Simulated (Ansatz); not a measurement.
**CH2I radical: basis-set convergence**

An exercise on one series of results from a longer session: the logs are not shown, and one member is left open.

The runs use Ansatz 0.2.0, Gaussian basis; one geometry, several basis sets.

Levels to be run: PBE0-D4/def2-SVP; ωB97M-V/def2-SVP; PBE0-D4/def2-QZVPP; ωB97M-V/def2-QZVPP; the functionals' def2-TZVPP values are taken from earlier runs.

### The relaxed structure

An earlier PBE0-D4 in a triple-zeta def2 set relaxation fixed the geometry. I takes the def2 core potential; no spin-orbit term is included.

SMILES `[CH2]I`, 4 atoms, charge 0, spin multiplicity 2.

Atoms are counted from 1 here; the program's logs count them from 0.

Bond lengths: C1–I2 2.029 Å, C1–H3 1.079 Å, C1–H4 1.079 Å. Angles: I2–C1–H3 118.4°, I2–C1–H4 118.4°, H3–C1–H4 123.2°.

As a file:

```tsv
atom	x (Å)	y (Å)	z (Å)
C1	-0.0709	-0.1690	-0.1840
I2	0.6151	1.0765	1.2629
H3	-0.7694	0.2209	-0.9074
H4	0.2806	-1.1887	-0.1918
```

The first run:

File in.yaml:

```yaml
crystal:
  periodic: [false, false, false]
  atoms:
    - {symbol: C, position_ang: [-0.070887, -0.169030, -0.183965]}
    - {symbol: I, position_ang: [0.615119, 1.076495, 1.262929]}
    - {symbol: H, position_ang: [-0.769355, 0.220911, -0.907423]}
    - {symbol: H, position_ang: [0.280624, -1.188677, -0.191842]}
basis:
  gaussian: {orbitals: def2-SVP}
magnetization: {spin_polarized: true, initial_magnetization: 1}
hamiltonian: {xc: pbe0, dispersion: d4}
output: {orbitals: {seedname: orbitals}}
```

Steps of the session up to this table: PBE0-D4 in def2-SVP; ωB97M-V in def2-SVP; PBE0-D4 in def2-QZVPP; ωB97M-V in def2-QZVPP.

One table of the session follows, with a row left open; its other results are not shown here.

It belongs to the step «Density functionals: the series». 

```
functional       basis  HOMO (eV)  LUMO (eV)
   PBE0-D4    def2-SVP      -6.16      -1.83
   PBE0-D4  def2-TZVPP      -6.22      -2.04
   PBE0-D4  def2-QZVPP      -6.23      -2.09
   ωB97M-V    def2-SVP      -8.15       0.15
   ωB97M-V  def2-TZVPP      -8.22      -0.19
   ωB97M-V  def2-QZVPP          ?          ?
```

Estimate the missing values for ωB97M-V, def2-QZVPP.

**Answer.** HOMO (eV): -8.24; LUMO (eV): -0.28. In the column «HOMO (eV)» it is the lowest.
